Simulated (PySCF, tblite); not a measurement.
# C8H14BNSe: excited states, part 2 of 2

tblite 0.8.0 and PySCF 2.14.0. Atoms count from 0. The steps go on from the part before.

## 7. Excited states: TDA B3LYP/aug-pcseg-0

The job: settings as JSON, then the geometry in Å.

```
{"job": {"kind": "states", "xc": "B3LYP", "basis": "aug-pcseg-0", "tda": true, "soc": true, "nstates": 1, "ntriplets": 6, "nquad": 4, "scf": {"level_shift": 2.0, "max_cycle": 53}}, "charge": 0, "multiplicity": 1}
C      4.325201     0.991593    -0.522521
Se     3.332441    -0.475827     0.275132
C      1.572927     0.166953    -0.060047
C      1.173684     1.333362    -0.689350
C     -0.217025     1.318904    -0.683440
C     -0.662461     0.164483    -0.038543
B     -2.123484    -0.166878     0.275595
C     -2.588019    -1.243969     1.342983
C     -3.247491     0.668507    -0.468955
N      0.477433    -0.525510     0.327364
C      0.534243    -1.805300     0.973900
H      5.380681     0.765797    -0.394496
H      4.082617     1.058436    -1.579915
H      4.075933     1.915235    -0.006450
H      1.807328     2.092500    -1.103488
H     -0.849396     2.083401    -1.090326
H     -1.917620    -1.346011     2.192767
H     -2.665203    -2.228072     0.878798
H     -3.578108    -1.016829     1.733099
H     -4.224845     0.192389    -0.428131
H     -3.356885     1.642047     0.009665
H     -3.015525     0.864460    -1.513202
H      1.474852    -2.299659     0.711871
H     -0.294770    -2.426766     0.642581
H      0.492556    -1.699104     2.061701
```

Method: TDA B3LYP/aug-pcseg-0 excited states, vertical, gas phase, spin-orbit mean-field couplings.

Output:

```text
final grid: 200152 points
cycle   1  E = -2790.1950755926  dE =  3.505e-01  |g| = 1.102e+00  |ddm| = 2.041e+01
cycle   2  E = -2790.4764380192  dE = -2.814e-01  |g| = 5.354e-01  |ddm| = 1.209e+01
cycle   3  E = -2790.5453348033  dE = -6.890e-02  |g| = 3.730e-01  |ddm| = 1.034e+01
cycle   4  E = -2790.5814550441  dE = -3.612e-02  |g| = 2.597e-01  |ddm| = 7.675e+00
cycle   5  E = -2790.5994065956  dE = -1.795e-02  |g| = 1.919e-01  |ddm| = 5.762e+00
cycle   6  E = -2790.6092000138  dE = -9.793e-03  |g| = 1.458e-01  |ddm| = 3.990e+00
cycle   7  E = -2790.6148123857  dE = -5.612e-03  |g| = 1.142e-01  |ddm| = 2.628e+00
cycle   8  E = -2790.6182689356  dE = -3.457e-03  |g| = 9.027e-02  |ddm| = 1.811e+00
cycle   9  E = -2790.6204315156  dE = -2.163e-03  |g| = 7.237e-02  |ddm| = 1.252e+00
cycle  10  E = -2790.6217912739  dE = -1.360e-03  |g| = 5.909e-02  |ddm| = 8.376e-01
[... 33 cycles left out ...]
cycle  44  E = -2790.6246986761  dE = -1.294e-07  |g| = 6.376e-04  |ddm| = 1.173e-03
cycle  45  E = -2790.6246987845  dE = -1.084e-07  |g| = 5.876e-04  |ddm| = 1.126e-03
cycle  46  E = -2790.6246988745  dE = -9.004e-08  |g| = 5.435e-04  |ddm| = 1.091e-03
cycle  47  E = -2790.6246989507  dE = -7.614e-08  |g| = 5.006e-04  |ddm| = 1.025e-03
cycle  48  E = -2790.6246990139  dE = -6.317e-08  |g| = 4.602e-04  |ddm| = 7.132e-04
cycle  49  E = -2790.6246990673  dE = -5.346e-08  |g| = 4.218e-04  |ddm| = 5.318e-04
cycle  50  E = -2790.6246991109  dE = -4.361e-08  |g| = 3.918e-04  |ddm| = 5.151e-04
cycle  51  E = -2790.6246991485  dE = -3.753e-08  |g| = 3.600e-04  |ddm| = 5.434e-04
cycle  52  E = -2790.6246991818  dE = -3.330e-08  |g| = 3.236e-04  |ddm| = 6.417e-04
cycle  53  E = -2790.6246992074  dE = -2.563e-08  |g| = 3.008e-04  |ddm| = 3.849e-04
SCF not converged, last energy = -2790.6246992074
```

Wall time 2.3 min (1 thread of Arm Neoverse V1, shared host); peak memory 0.77 GiB.

**What went wrong.** The energy still falls at cycle 53 (gradient 3.0e-04): so large a level shift slows each step until the cap is reached. Cure: lower it to 0.1 to 0.3, or drop it. Numbers printed on the way are no properties of the molecule.

## 8. Excited states: TDA B3LYP/def2-SVP

The job, as its differences from that of step 7:

```diff
@@ -1,2 +1,2 @@
-{"job": {"kind": "states", "xc": "B3LYP", "basis": "aug-pcseg-0", "tda": true, "soc": true, "nstates": 1, "ntriplets": 6, "nquad": 4, "scf": {"level_shift": 2.0, "max_cycle": 53}}, "charge": 0, "multiplicity": 1}
+{"job": {"kind": "states", "xc": "B3LYP", "basis": "def2-SVP", "tda": true, "soc": true, "nstates": 6, "ntriplets": 6, "nquad": 4}, "charge": 0, "multiplicity": 1}
 C      4.325201     0.991593    -0.522521
```

With the program's defaults for keys left out, this is: TDA B3LYP/def2-SVP excited states, vertical, gas phase, spin-orbit mean-field couplings.

Output:

```text
coarse grid: 93680 points
cycle   1  E = -2793.7929286017  dE =  5.386e-01  |g| = 6.317e-01  |ddm| = 5.490e+00
cycle   2  E = -2793.7080868148  dE =  8.484e-02  |g| = 8.481e-01  |ddm| = 1.675e+00
cycle   3  E = -2793.8947186023  dE = -1.866e-01  |g| = 1.773e-01  |ddm| = 1.079e+00
cycle   4  E = -2793.9025607763  dE = -7.842e-03  |g| = 4.900e-02  |ddm| = 2.492e-01
cycle   5  E = -2793.9031340121  dE = -5.732e-04  |g| = 1.489e-02  |ddm| = 6.888e-02
cycle   6  E = -2793.9031984884  dE = -6.448e-05  |g| = 4.457e-03  |ddm| = 2.650e-02
cycle   7  E = -2793.9032019255  dE = -3.437e-06  |g| = 1.063e-03  |ddm| = 4.512e-03
final grid: 200152 points
cycle   8  E = -2793.9032247134  dE =  5.033e-07  |g| = 1.839e-03  |ddm| = 4.586e-03
cycle   9  E = -2793.9032220246  dE =  2.689e-06  |g| = 3.630e-03  |ddm| = 6.161e-03
cycle  10  E = -2793.9032256304  dE = -3.606e-06  |g| = 3.252e-04  |ddm| = 4.171e-03
cycle  11  E = -2793.9032256565  dE = -2.614e-08  |g| = 2.930e-05  |ddm| = 3.530e-04
cycle  12  E = -2793.9032256568  dE = -2.456e-10  |g| = 9.070e-06  |ddm| = 5.413e-05
converged SCF energy = -2793.9032256568

Singlet excitations
state   eV       nm        f     d(h-e)  d(exc)  Lambda  PR(NTO)  |dmu|/D   mu/D   main configurations
  1   4.3318   286.2   0.43521   2.087   4.170   0.626   1.059    4.666    6.563   H->L 0.84, H->L+1 0.11
  2   4.4884   276.2   0.07786   0.944   3.697   0.475   1.014    3.360    1.448   H->L+1 0.87, H->L 0.10
  3   5.3136   233.3   0.02722   1.545   3.355   0.502   1.140    4.201    6.016   H-1->L 0.91
  4   5.7828   214.4   0.00049   1.114   3.649   0.554   1.083    3.301    1.427   H->L+2 0.89
  5   5.8416   212.2   0.09015   1.110   3.745   0.564   1.125                     H-2->L 0.71, H-3->L 0.21
  6   5.9970   206.7   0.00018   2.699   3.917   0.201   1.068                     H-1->L+1 0.94

Triplet excitations (Tamm-Dancoff)
state   eV     d(h-e)  d(exc)  Lambda  PR(NTO)   main configurations
  1   3.0512   1.405   3.479   0.648   1.011   H->L 0.94
  2   4.1106   1.241   3.316   0.456   1.012   H->L+1 0.93
  3   4.3277   1.276   3.057   0.497   1.015   H-1->L 0.96
  4   5.1668   0.811   3.230   0.622   1.828   H->L+3 0.47, H-2->L 0.33, H->L+2 0.12
  5   5.1829   1.130   3.836   0.597   1.855   H->L+3 0.29, H-2->L 0.28, H->L+2 0.14
  6   5.2378   0.332   3.611   0.560   1.615   H->L+2 0.56, H-2->L 0.29
S1 - T1 = 1.2806 eV

Spin-orbit couplings |<S|Hso|T>| (cm-1)
             T1       T2       T3       T4       T5       T6
S0       19.844  606.653   23.835  267.651  168.551  423.472
S1       28.002   69.082    9.201   69.718   39.488   94.998
S2       77.146   25.427    6.722  138.582   91.203  210.381
S3        4.504   20.713    3.541    9.591    6.144   20.629
S4       92.104  250.040   14.244   83.968   41.429   38.213
S5       36.217   57.370    7.520   10.142    1.695   41.702
S6        3.225    4.050   77.075    3.568   29.127   14.137
T1 sublevels (cm-1): 0.000 0.100 0.276   radiative rates (1/s): 41 3.49 125
```

Wall time 2 min (1 thread of Arm Neoverse V1, shared host); peak memory 1 GiB.

Key values:

| quantity | value |
| --- | --- |
| S1 less T1 | 1.28 eV |

## 9. Excited states: TDA B3LYP/cc-pVDZ

The job, as its differences from that of step 8:

```diff
@@ -1,2 +1,2 @@
-{"job": {"kind": "states", "xc": "B3LYP", "basis": "def2-SVP", "tda": true, "soc": true, "nstates": 6, "ntriplets": 6, "nquad": 4}, "charge": 0, "multiplicity": 1}
+{"job": {"kind": "states", "xc": "B3LYP", "basis": "cc-pVDZ", "tda": true, "soc": true, "nstates": 6, "ntriplets": 6, "nquad": 4, "frozen_core": false, "grid": 3}, "charge": 0, "multiplicity": 1}
 C      4.325201     0.991593    -0.522521
```

Method: TDA B3LYP/cc-pVDZ excited states, vertical, gas phase, spin-orbit mean-field couplings.

Output:

```text
coarse grid: 93680 points
cycle   1  E = -2794.3511252267  dE =  7.067e-01  |g| = 6.322e-01  |ddm| = 9.736e+00
cycle   2  E = -2794.2649445648  dE =  8.618e-02  |g| = 8.514e-01  |ddm| = 2.830e+00
cycle   3  E = -2794.4553548711  dE = -1.904e-01  |g| = 1.823e-01  |ddm| = 1.566e+00
cycle   4  E = -2794.4637399086  dE = -8.385e-03  |g| = 4.534e-02  |ddm| = 3.357e-01
cycle   5  E = -2794.4642114858  dE = -4.716e-04  |g| = 1.620e-02  |ddm| = 9.377e-02
cycle   6  E = -2794.4642872239  dE = -7.574e-05  |g| = 3.450e-03  |ddm| = 4.033e-02
cycle   7  E = -2794.4642898193  dE = -2.595e-06  |g| = 1.453e-03  |ddm| = 7.822e-03
final grid: 298632 points
cycle   8  E = -2794.4643112788  dE =  1.353e-06  |g| = 2.728e-03  |ddm| = 8.046e-03
cycle   9  E = -2794.4643047237  dE =  6.555e-06  |g| = 5.613e-03  |ddm| = 1.284e-02
cycle  10  E = -2794.4643133052  dE = -8.581e-06  |g| = 3.975e-04  |ddm| = 8.529e-03
cycle  11  E = -2794.4643133451  dE = -3.995e-08  |g| = 4.051e-05  |ddm| = 6.674e-04
cycle  12  E = -2794.4643133456  dE = -4.547e-10  |g| = 7.393e-06  |ddm| = 1.012e-04
converged SCF energy = -2794.4643133456

Singlet excitations
state   eV       nm        f     d(h-e)  d(exc)  Lambda  PR(NTO)  |dmu|/D   mu/D   main configurations
  1   4.3300   286.3   0.40958   1.792   4.115   0.620   1.057    3.863    5.767   H->L 0.79, H->L+1 0.15
  2   4.4659   277.6   0.10563   0.781   3.765   0.479   1.018    2.937    1.015   H->L+1 0.83, H->L 0.14
  3   5.2739   235.1   0.02632   1.557   3.355   0.503   1.132    4.195    6.022   H-1->L 0.91
  4   5.6549   219.3   0.00080   1.385   3.635   0.550   1.030    4.169    2.245   H->L+2 0.97
  5   5.8382   212.4   0.08129   1.168   3.789   0.556   1.113                     H-2->L 0.72, H-3->L 0.20
  6   5.9283   209.1   0.00046   2.692   3.945   0.202   1.059                     H-1->L+1 0.95

Triplet excitations (Tamm-Dancoff)
state   eV     d(h-e)  d(exc)  Lambda  PR(NTO)   main configurations
  1   3.0465   1.387   3.464   0.652   1.010   H->L 0.94
  2   4.0986   1.302   3.363   0.450   1.011   H->L+1 0.93
  3   4.3016   1.279   3.058   0.499   1.015   H-1->L 0.96
  4   5.0982   0.786   3.292   0.553   1.130   H->L+2 0.85
  5   5.1864   0.345   3.104   0.637   1.041   H->L+3 0.77, H->L+4 0.10
  6   5.2307   2.608   4.270   0.582   1.189   H-2->L 0.84
S1 - T1 = 1.2835 eV

Spin-orbit couplings |<S|Hso|T>| (cm-1)
             T1       T2       T3       T4       T5       T6
S0       18.589  569.343   21.447  467.027   58.516  109.679
S1       30.935   62.227    8.521  119.284   33.589   33.655
S2       69.804   27.523    5.275  223.458   68.905   61.138
S3        4.219   18.113    3.511   17.058    1.669   10.737
S4       86.936  241.430   12.871   21.143   80.400   42.484
S5       25.095   41.168    9.940   21.066    3.052   30.586
S6        4.385    3.107   72.414    4.734   17.641   22.847
T1 sublevels (cm-1): 0.000 0.094 0.245   radiative rates (1/s): 19.9 2.35 101
```

Run time: 2.7 min. Hardware: 1 thread of Arm Neoverse V1, shared host; peak memory 1 GiB.

In short:

| quantity | value |
| --- | --- |
| S1 less T1 | 1.28 eV |

## 10. Outcome

The summary covers parts 1 to 2.

```
                                  quantity                               value
 strongest single infrared mode (GFN2-xTB)               1392 cm⁻¹, 184 km/mol
              zero-point energy (GFN2-xTB)                      126.7 kcal/mol
   S1 less T1 (step 4, TDA B3LYP/def2-SVP)                             1.28 eV
    S1 less T1 (step 5, TDA B3LYP/pcseg-1)                             1.25 eV
S1 less T1 (step 6, TDA B3LYP/aug-pcseg-0)                             1.11 eV
   S1 less T1 (step 8, TDA B3LYP/def2-SVP)                             1.28 eV
    S1 less T1 (step 9, TDA B3LYP/cc-pVDZ)                             1.28 eV
                                      runs  1 failed, 0 ended on unsound input
```

What this shows: No mode is imaginary among the 69: a minimum at this level. GFN2-xTB is a fitted tight-binding method: band positions and strengths are rough. Its intensities can rank the bands wrongly. Scalar relativity is left out for the heavy atoms. In steps 4, 8, the number of triplets below S1 is 3, and the largest singlet-triplet spin-orbit coupling is S0–T2, 606.65 cm⁻¹. In step 5, the number of triplets below S1 is 2, and the largest singlet-triplet spin-orbit coupling is S0–T2, 634.43 cm⁻¹. In step 6, the number of triplets below S1 is 2, and the largest singlet-triplet spin-orbit coupling is S0–T2, 584.13 cm⁻¹. In step 9, the number of triplets below S1 is 3, and the largest singlet-triplet spin-orbit coupling is S0–T2, 569.34 cm⁻¹.
